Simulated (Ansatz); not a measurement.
NiMoIrPdW:

```
Ni Mo Pd Ir W
1.0
    -1.37004    1.37004    9.71647
     1.37004   -1.37004    9.71647
     1.37004    1.37004   -9.71647
Ni Mo Pd Ir W
1 1 1 1 1
Direct
  0.19862 0.19862 0.00000
  0.60922 0.60922 0.00000
  0.79310 0.79310 0.00000
  0.39944 0.39944 0.00000
  0.99565 0.99565 0.00000
```

The cell was built by a generator and needn't be a form met in nature.

Program: Ansatz 0.2.0. Alike in all runs: task band structure; potentials or basis Ansatz PAW; spin collinear, ferromagnetic start; cell as given; k mesh 13 × 13 × 13; cutoff (eV) 420; smearing fermi-dirac 0.05 eV.

Question: Order these runs on this cell by their pressure, lowest first.
A. level BLYP
B. level PBE
C. level LDA

Answer: C (-14.7 GPa), B (0.0 GPa), A (11.2 GPa).

Caveats: the starting moments weren't kept; the PAW data sets come from PBE, with cores solved anew for the run's functional, which leaves a small shift of forces and pressure (some runs).
